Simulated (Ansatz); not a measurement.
# CH9AlOSi2: a ladder of functionals and wavefunction methods

One table from this session's results is given with a row withheld; the runs are named, their logs left out.

Method: functionals in def2-TZVPP, the program's frozen cores in correlated methods; program: Ansatz 0.2.0, Gaussian basis.

Levels to be run: PBE-D4, r2SCAN-D4, PBE0-D4, B3LYP-D4, ωB97X-V, ωB97M-V, B2PLYP; CCSD(T)/def2-TZVPP; MP2/def2-QZVPP; extrapolation to the limit.

## Structure used throughout

An earlier PBE0-D4 in a triple-zeta def2 set relaxation fixed the geometry.

SMILES `[CH3][Al]([SiH3])[O][SiH3]`, 14 atoms, charge 0, spin multiplicity 1.

Atoms are counted from 1 here; the program's logs count them from 0.

Bond lengths: C1–Al2 1.943 Å, C1–H6 1.092 Å, C1–H7 1.095 Å, C1–H8 1.095 Å, Al2–Si3 2.455 Å, Al2–O4 1.692 Å, Si3–H9 1.492 Å, Si3–H10 1.492 Å, Si3–H11 1.491 Å, O4–Si5 1.624 Å, Si5–H12 1.489 Å, Si5–H13 1.487 Å, Si5–H14 1.487 Å. Angles: Al2–C1–H6 112.2°, Al2–C1–H7 111.2°, Al2–C1–H8 110.6°, H6–C1–H7 108.3°, H6–C1–H8 107.9°, H7–C1–H8 106.4°, C1–Al2–Si3 125.6°, C1–Al2–O4 118.8°, Si3–Al2–O4 115.6°, Al2–Si3–H9 111.4°, Al2–Si3–H10 110.8°, Al2–Si3–H11 112.7°, H9–Si3–H10 106.9°, H9–Si3–H11 107.5°, H10–Si3–H11 107.1°, Al2–O4–Si5 160.4°, O4–Si5–H12 111.0°, O4–Si5–H13 110.0° and more.

The first run:

in.yaml reads:

```yaml
crystal:
  periodic: [false, false, false]
  atoms:
    - {symbol: C, position_ang: [-1.749071, 1.713197, 0.569714]}
    - {symbol: Al, position_ang: [-0.325265, 0.417972, 0.303261]}
    - {symbol: Si, position_ang: [1.433941, -0.128557, 1.926331]}
    - {symbol: O, position_ang: [-0.255971, -0.426571, -1.161593]}
    - {symbol: Si, position_ang: [0.253215, -1.450337, -2.314743]}
    - {symbol: H, position_ang: [-2.335659, 1.873520, -0.337856]}
    - {symbol: H, position_ang: [-1.350154, 2.678526, 0.896994]}
    - {symbol: H, position_ang: [-2.432319, 1.378147, 1.357737]}
    - {symbol: H, position_ang: [1.550756, -1.601885, 2.127082]}
    - {symbol: H, position_ang: [2.763863, 0.352031, 1.449027]}
    - {symbol: H, position_ang: [1.197218, 0.488617, 3.263006]}
    - {symbol: H, position_ang: [1.514038, -2.129398, -1.905183]}
    - {symbol: H, position_ang: [0.505190, -0.707004, -3.578123]}
    - {symbol: H, position_ang: [-0.782681, -2.487459, -2.566854]}
basis:
  gaussian: {orbitals: def2-TZVPP}
hamiltonian: {xc: pbe, dispersion: d4}
output: {forces: true, orbitals: {seedname: orbitals}}
```

Command:

```
ansatz run in.yaml --threads 4 --pin off --events-out ev --progress --plain --max-ram 10444MiB
```

Steps of the session up to this table: PBE-D4 (GGA); r2SCAN-D4 (meta-GGA); PBE0-D4 (hybrid); B3LYP-D4 (hybrid); ωB97X-V (range-separated); ωB97M-V (range-separated); B2PLYP (double hybrid); CCSD(T) in def2-TZVPP; MP2 in def2-QZVPP.

One table of the session follows, with a row left open; its other results are not shown here.

It belongs to the step «Atomisation energies». 

| method | atomisation energy (eV) |
| --- | --- |
| PBE-D4 | 48.235 |
| r2SCAN-D4 | 48.597 |
| PBE0-D4 | 47.954 |
| B3LYP-D4 | ? |
| ωB97X-V | 48.822 |
| ωB97M-V | 48.579 |
| B2PLYP | 47.955 |
| HF/def2-TZVPP | 37.073 |
| MP2/def2-TZVPP | 47.628 |
| CCSD/def2-TZVPP | 47.030 |
| CCSD(T)/def2-TZVPP | 47.495 |
| MP2/CBS | 48.829 |
| CCSD(T)/CBS | 48.696 |

**Question.** Estimate the row for B3LYP-D4.

**Answer.** atomisation energy (eV): 48.465. In the column «atomisation energy (eV)» it lies between PBE-D4 (48.235) and ωB97M-V (48.579).

Limits of these values: Free atoms (1 C, 1 Al, 2 Si, 1 O, 9 H) were run apart at each level; the atomisation energy is their sum less the molecule, without zero-point or spin-orbit terms.
